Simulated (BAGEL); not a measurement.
# GeSiH4O (SMILES [SiH3][O][GeH]): a chain of runs

Aim: the energy (HF/def2-SVP), then the energy (NEVPT2(2,2)/def2-SVP) of GeSiH4O. 

The calculation is run with BAGEL 1.2.2.

1 further run of the same task is left out (set aside as unsound or not needed).

### Step 1. The system as given

The species is GeSiH4O (7 atoms), meant as a singlet with charge 0. SMILES: `[SiH3][O][GeH]`. The Si1–O2 distance was set to 3.779 Å, away from the relaxed value. At this shape a bond of the SMILES string is far longer than usual.

Bond lengths: O2–Ge3 1.789 Å, Si1–H4 1.490 Å, Si1–H5 1.485 Å, Si1–H6 1.485 Å, Ge3–H7 1.605 Å. Angles: O2–Ge3–H7 93.5°, H4–Si1–H5 109.1°, H4–Si1–H6 109.1°, H5–Si1–H6 109.4°.

### Step 2. The energy at HF/def2-SVP (density fitting with svp-jkfit) (run 1)

job.json reads:

```json
{ "bagel" : [

{
  "title" : "molecule",
  "basis" : "svp",
  "df_basis" : "svp-jkfit",
  "angstrom" : true,
  "geometry" : [
    { "atom" : "Si", "xyz" : [      -2.399468,       1.678165,      -1.167764 ] },
    { "atom" : "O", "xyz" : [       0.533500,      -0.139300,       0.373700 ] },
    { "atom" : "Ge", "xyz" : [       1.261400,      -1.756200,       0.134200 ] },
    { "atom" : "H", "xyz" : [      -3.066968,       0.829665,      -2.195064 ] },
    { "atom" : "H", "xyz" : [      -1.918668,       2.928565,      -1.808764 ] },
    { "atom" : "H", "xyz" : [      -3.380268,       2.015365,      -0.104864 ] },
    { "atom" : "H", "xyz" : [       2.400800,      -1.515100,       1.238000 ] }
  ]
},

{ "title" : "hf" },

{ "title" : "print", "file" : "orbitals.molden", "orbitals" : true }

]}
```

On the command line:

```console
$ BAGEL_NUM_THREADS=1 BAGEL job.json > job.out
```

Log:

```text
* using 1 threads per process

  ===============================================================
  ===============================================================

  *** Geometry ***

  { "atom" : "Si", "xyz" : [     -4.534337,      3.171272,     -2.206754 ] },
  { "atom" : "O", "xyz" : [      1.008169,     -0.263239,      0.706191 ] },
  { "atom" : "Ge", "xyz" : [      2.383701,     -3.318737,      0.253601 ] },
  { "atom" : "H", "xyz" : [     -5.795730,      1.567840,     -4.148070 ] },
  { "atom" : "H", "xyz" : [     -3.625757,      5.534186,     -3.418069 ] },
  { "atom" : "H", "xyz" : [     -6.387781,      3.808488,     -0.198164 ] },
  { "atom" : "H", "xyz" : [      4.536854,     -2.863124,      2.339481 ] },

  Number of auxiliary basis functions:      543

  Since a DF basis is specified, we compute 2- and 3-index integrals:
    o Being stored without compression. Storage requirement is 0.031 GB

  Number of basis functions:       84
  Number of electrons      :       58

    * METHOD: MOLECULE                             0.83

  *** RHF ***

  === Nuclear Repulsion ===
   177.9196120579

      * DIIS with orbital gradients will be used.

  === RHF iteration (svp) ===
      0      -2440.43562083          0.02196860           0.17
      1      -2438.90855311          0.05042923           0.16
      2      -2440.78414006          0.00518351           0.15
      3      -2440.81631166          0.00106793           0.16
      4      -2440.81895422          0.00119023           0.15
      5      -2440.82022721          0.00103918           0.16
      6      -2440.82097786          0.00065502           0.15
      7      -2440.82153115          0.00013200           0.16
      8      -2440.82157410          0.00008367           0.15
      9      -2440.82159832          0.00003489           0.16
     10      -2440.82160304          0.00001431           0.16
     11      -2440.82160422          0.00000939           0.16
     12      -2440.82160474          0.00000675           0.16
     13      -2440.82160497          0.00000316           0.15
     14      -2440.82160503          0.00000119           0.17
     15      -2440.82160503          0.00000024           0.17
     16      -2440.82160503          0.00000014           0.17
     17      -2440.82160503          0.00000004           0.19
     18      -2440.82160503          0.00000002           0.18
     19      -2440.82160503          0.00000001           0.17
    * SCF iteration converged.

    * Permanent dipole moment:
           (    2.358989,    -1.395099,     1.275335) a.u.

    * METHOD: HF                                   3.73

    * METHOD: PRINT                                0.03

  ===============================================================
```

It took 5.1 s on 1 thread of Intel Xeon Platinum 8259CL at 2.50GHz (Skylake/Cascade Lake), shared host; peak memory 0.15 GiB.

### Step 3. A single-point energy at NEVPT2(2,2)/def2-SVP (density fitting with svp-jkfit) (run 2)

input.json reads:

```json
{ "bagel": [

{
  "title": "molecule",
  "basis": "svp",
  "df_basis": "svp-jkfit",
  "angstrom": "true",
  "geometry": [
    { "atom": "Si", "xyz": [   -2.399468,    1.678165,   -1.167764 ] },
    { "atom": "O", "xyz": [    0.533500,   -0.139300,    0.373700 ] },
    { "atom": "Ge", "xyz": [    1.261400,   -1.756200,    0.134200 ] },
    { "atom": "H", "xyz": [   -3.066968,    0.829665,   -2.195064 ] },
    { "atom": "H", "xyz": [   -1.918668,    2.928565,   -1.808764 ] },
    { "atom": "H", "xyz": [   -3.380268,    2.015365,   -0.104864 ] },
    { "atom": "H", "xyz": [    2.400800,   -1.515100,    1.238000 ] }
  ]
},
{
  "title": "hf"
},
{
  "title": "casscf",
  "nstate": 1,
  "nact": 2,
  "nclosed": 28,
  "active": [28, 30],
  "maxiter": 200,
  "natocc": "true"
},
{
  "title": "nevpt2",
  "nstate": 1,
  "nact": 2,
  "nclosed": 28,
  "active": [28, 30],
  "maxiter": 200,
  "natocc": "true",
  "ncore": 15
},
{
  "title": "print",
  "file": "orbitals.molden",
  "orbitals": "true"
}

]}
```

On the command line:

```console
$ BAGEL_NUM_THREADS=1 BAGEL input.json > input.out
```

Log:

```text
* using 1 threads per process

  ===============================================================
  ===============================================================

  *** Geometry ***

  { "atom" : "Si", "xyz" : [     -4.534337,      3.171272,     -2.206754 ] },
  { "atom" : "O", "xyz" : [      1.008169,     -0.263239,      0.706191 ] },
  { "atom" : "Ge", "xyz" : [      2.383701,     -3.318737,      0.253601 ] },
  { "atom" : "H", "xyz" : [     -5.795730,      1.567840,     -4.148070 ] },
  { "atom" : "H", "xyz" : [     -3.625757,      5.534186,     -3.418069 ] },
  { "atom" : "H", "xyz" : [     -6.387781,      3.808488,     -0.198164 ] },
  { "atom" : "H", "xyz" : [      4.536854,     -2.863124,      2.339481 ] },

  Number of auxiliary basis functions:      543

  Since a DF basis is specified, we compute 2- and 3-index integrals:
    o Being stored without compression. Storage requirement is 0.031 GB

  Number of basis functions:       84
  Number of electrons      :       58

    * METHOD: MOLECULE                             0.64

  *** RHF ***

  === Nuclear Repulsion ===
   177.9196120579

      * DIIS with orbital gradients will be used.

  === RHF iteration (svp) ===
      0      -2440.43562083          0.02196860           0.24
      1      -2438.90855311          0.05042923           0.18
      2      -2440.78414006          0.00518351           0.16
      3      -2440.81631166          0.00106793           0.17
      4      -2440.81895422          0.00119023           0.15
      5      -2440.82022721          0.00103918           0.16
      6      -2440.82097786          0.00065502           0.16
      7      -2440.82153115          0.00013200           0.16
      8      -2440.82157410          0.00008367           0.16
      9      -2440.82159832          0.00003489           0.16
     10      -2440.82160304          0.00001431           0.16
     11      -2440.82160422          0.00000939           0.17
     12      -2440.82160474          0.00000675           0.16
     13      -2440.82160497          0.00000316           0.16
     14      -2440.82160503          0.00000119           0.17
     15      -2440.82160503          0.00000024           0.16
     16      -2440.82160503          0.00000014           0.14
     17      -2440.82160503          0.00000004           0.15
     18      -2440.82160503          0.00000002           0.16
     19      -2440.82160503          0.00000001           0.15
    * SCF iteration converged.

    * Permanent dipole moment:
           (    2.358989,    -1.395099,     1.275335) a.u.

    * METHOD: HF                                   3.97

  ---------------------------
      CASSCF calculation
  ---------------------------

    ==== Active orbitals : =====
         Orbital 28
         Orbital 30
    ============================

    * nstate   :      1
    * nclosed  :     28
    * nact     :      2
    * nvirt    :     54
  === CASSCF iteration (svp) ===

    * Using the second-order algorithm

      0  0     -2440.83090369     4.13e-03      0.04

      1  0     -2440.87720180     7.89e-03      0.95

      2  0     -2440.94055273     5.68e-03      1.00

      3  0     -2440.95599055     1.66e-03      1.00

      4  0     -2440.95725168     4.48e-04      0.96

      5  0     -2440.95734273     1.18e-04      0.96

      6  0     -2440.95734901     3.09e-05      0.98

      7  0     -2440.95734944     8.06e-06      1.01

      8  0     -2440.95734946     2.10e-06      0.98

      9  0     -2440.95734947     5.49e-07      1.05

     10  0     -2440.95734947     1.43e-07      0.94

     11  0     -2440.95734947     3.74e-08      0.85

     12  0     -2440.95734947     9.76e-09      0.80

    * Second-order optimization converged. *

     guess   0:   closed 1.                   open ..

  === FCI iteration ===

      0  0     -2440.77539831     1.10e-01      0.00
      1  0     -2440.94500737     3.31e-02      0.00
      2  0 *   -2440.95734947     2.99e-16      0.00

     * ci vector, state   0, <S^2> = 0.0000
       2.     0.7564892999
       .2    -0.6540060697

    * METHOD: CASSCF                              11.91

    * freezing 15 orbitals

  === DF-NEVPT2 calculation ===

    * 3-index integral transformation done
    * assembly done

      NEVPT2 correlation energy:   -0.4541129363      0.30

          (+0)     -0.3708841685
          (+0)'    -0.0125794446
          (+1)     -0.0169300044
          (+1)'    -0.0000000000
          (+2)     -0.0000369886
          (-1)     -0.0536061210
          (-1)'     0.0000000000
          (-2)     -0.0000762092

      NEVPT2 total energy:       -2441.4114624034

    * METHOD: NEVPT2                               0.60

    * METHOD: PRINT                                0.03

  ===============================================================
```

Run time: 17 s. Hardware: 1 thread of Intel Xeon Platinum 8259CL at 2.50GHz (Skylake/Cascade Lake), shared host; peak memory 0.15 GiB.

### Step 4. Results

| quantity | value |
| --- | --- |
| run 1, HF/def2-SVP: total energy | -2440.82161 Eh |
| run 1, HF/def2-SVP: dipole moment | 7.68 D |
| run 1, HF/def2-SVP: HOMO energy | -6.79 eV |
| run 1, HF/def2-SVP: LUMO energy | -2.47 eV |
| run 1, HF/def2-SVP: HOMO–LUMO gap | 4.33 eV |
| run 2, NEVPT2(2,2)/def2-SVP: total energy | -2441.41146 Eh |

In words: One bond (run 1, HF/def2-SVP) is far stretched, which a spin-restricted single reference describes badly; a broken-symmetry solution may lie lower.
